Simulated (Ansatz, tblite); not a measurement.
# Ge(vinyl)3(nBu) (C10H18Ge): a ladder of methods and basis sets

One table from this session's results is given with a row withheld; the runs are named, their logs left out.

The runs use Ansatz 0.2.0, Gaussian basis; as each input shows.

Levels to be run: GFN1-xTB, GFN2-xTB, PBE-D4/def2-TZVP, r2SCAN-D4/def2-TZVP, B3LYP-D4/def2-TZVP, HF/def2-TZVP, PBE-D4/def2-SVP, PBE0-D4/def2-SVP, HF/STO-3G, HF/6-31G, B3LYP-D4/6-31G, MP2/def2-SVP.

5 further runs of the same task are left out: 3 that didn't finish, 2 set aside as unsound or not needed. Runs told in other sessions of the task aren't counted.

### The relaxed structure

The singlet was relaxed beforehand with PBE0-D4/def2-SVP.

29 atoms, charge 0, spin multiplicity 1.

Bond lengths: Ge1–C2 1.946 Å, Ge1–C7 1.947 Å, Ge1–C12 1.947 Å, Ge1–C17 1.961 Å, C2–C3 1.336 Å, C2–H4 1.098 Å, C3–H5 1.096 Å, C3–H6 1.097 Å, C7–C8 1.337 Å, C7–H9 1.098 Å, C8–H10 1.097 Å, C8–H11 1.096 Å, C12–C13 1.336 Å, C12–H14 1.098 Å, C13–H15 1.097 Å, C13–H16 1.097 Å, C17–C18 1.526 Å, C17–H21 1.104 Å and more. Angles: C2–Ge1–C7 109.0°, C2–Ge1–C12 108.8°, C2–Ge1–C17 110.4°, C7–Ge1–C12 108.6°, C7–Ge1–C17 109.6°, C12–Ge1–C17 110.4°, Ge1–C2–C3 123.2°, Ge1–C2–H4 118.2°, C3–C2–H4 118.6°, C2–C3–H5 121.6°, C2–C3–H6 122.2°, H5–C3–H6 116.3°, Ge1–C7–C8 123.4°, Ge1–C7–H9 118.1°, C8–C7–H9 118.5°, C7–C8–H10 121.5°, C7–C8–H11 122.2°, H10–C8–H11 116.3° and more.

PBE0-D4/def2-TZVP was run before; its log isn't repeated, and its numbers join the tables.

Set-up of the first run:

Tight binding, by tblite at 300 K electronic temperature and without a spin-polarisation term:

```python
tblite.interface.Calculator('GFN1-xTB', numbers, positions, charge=0, uhf=0).singlepoint()
```

Tight binding, by tblite at 300 K electronic temperature and without a spin-polarisation term:

```python
tblite.interface.Calculator('GFN2-xTB', numbers, positions, charge=0, uhf=0).singlepoint()
```

start.molden holds the orbitals of an earlier run on this state, given as this run's starting guess.

Input file in.yaml:

```yaml
crystal:
  periodic: [false, false, false]
  atoms:
    - {symbol: Ge, position_ang: [0.446623, 0.476797, 0.748273]}
    - {symbol: C, position_ang: [0.342168, 0.353817, 2.687204]}
    - {symbol: C, position_ang: [1.379325, 0.601235, 3.492913]}
    - {symbol: H, position_ang: [-0.619538, 0.076929, 3.139357]}
    - {symbol: H, position_ang: [2.361638, 0.881267, 3.094429]}
    - {symbol: H, position_ang: [1.299729, 0.534010, 4.584493]}
    - {symbol: C, position_ang: [2.318917, 0.491183, 0.215141]}
    - {symbol: C, position_ang: [2.964532, 1.595598, -0.172119]}
    - {symbol: H, position_ang: [2.872694, -0.456973, 0.244295]}
    - {symbol: H, position_ang: [2.460992, 2.568637, -0.216481]}
    - {symbol: H, position_ang: [4.021493, 1.582572, -0.463563]}
    - {symbol: C, position_ang: [-0.373502, 2.148917, 0.181631]}
    - {symbol: C, position_ang: [-0.659501, 3.144829, 1.025283]}
    - {symbol: H, position_ang: [-0.600375, 2.284417, -0.884135]}
    - {symbol: H, position_ang: [-0.448259, 3.067721, 2.098562]}
    - {symbol: H, position_ang: [-1.114178, 4.083463, 0.686670]}
    - {symbol: C, position_ang: [-0.463785, -1.047254, -0.084320]}
    - {symbol: C, position_ang: [-0.448516, -1.008067, -1.610012]}
    - {symbol: C, position_ang: [-1.068727, -2.231659, -2.283254]}
    - {symbol: C, position_ang: [-2.552737, -2.418563, -2.005845]}
    - {symbol: H, position_ang: [0.027013, -1.966290, 0.281864]}
    - {symbol: H, position_ang: [-1.495163, -1.071115, 0.304742]}
    - {symbol: H, position_ang: [-0.975025, -0.101985, -1.962156]}
    - {symbol: H, position_ang: [0.592198, -0.900443, -1.962631]}
    - {symbol: H, position_ang: [-0.910476, -2.152266, -3.372625]}
    - {symbol: H, position_ang: [-0.516731, -3.134296, -1.964668]}
    - {symbol: H, position_ang: [-2.956858, -3.284341, -2.552417]}
    - {symbol: H, position_ang: [-2.753078, -2.586148, -0.936089]}
    - {symbol: H, position_ang: [-3.130853, -1.532002, -2.314535]}
basis:
  gaussian: {orbitals: def2-TZVP, initial_orbitals: start.molden}
hamiltonian: {xc: pbe, dispersion: d4}
scf: {omitted_lower_state_checks: [starts]}
output: {orbitals: {seedname: orbitals}}
```

Run with:

```sh
> ansatz run in.yaml --threads 4 --pin off --events-out ev --progress --plain --max-ram 6963MiB
```

Among the steps run: PBE-D4/def2-TZVP; r2SCAN-D4/def2-TZVP; B3LYP-D4/def2-TZVP; HF/def2-TZVP; PBE-D4/def2-SVP; PBE0-D4/def2-SVP; HF/STO-3G; HF/6-31G; B3LYP-D4/6-31G; MP2/def2-SVP.

One table of the session follows, with a row left open; its other results are not shown here.

It belongs to the step «Binding energy». 

| level | binding an atom (eV) |
| --- | --- |
| HF/STO-3G | ? |
| HF/6-31G | 3.047 |
| HF/def2-SVP | 3.212 |
| HF/def2-TZVP | 3.154 |
| PBE-D4/def2-SVP | 4.335 |
| PBE-D4/def2-TZVP | 4.300 |
| r2SCAN-D4/def2-TZVP | 4.221 |
| B3LYP-D4/6-31G | 4.176 |
| B3LYP-D4/def2-TZVP | 4.212 |
| PBE0-D4/def2-SVP | 4.285 |
| PBE0-D4/def2-TZVP | 4.244 |
| MP2/def2-SVP | 4.087 |

Estimate the missing values for HF/STO-3G.

The run gave: binding an atom (eV): 3.953. In the column «binding an atom (eV)» it lies between HF/def2-SVP (3.212) and MP2/def2-SVP (4.087).

Limits of these values: Free atoms were run apart at each level; binding is atoms less cluster, divided by the number of atoms, without zero-point or spin-orbit terms.
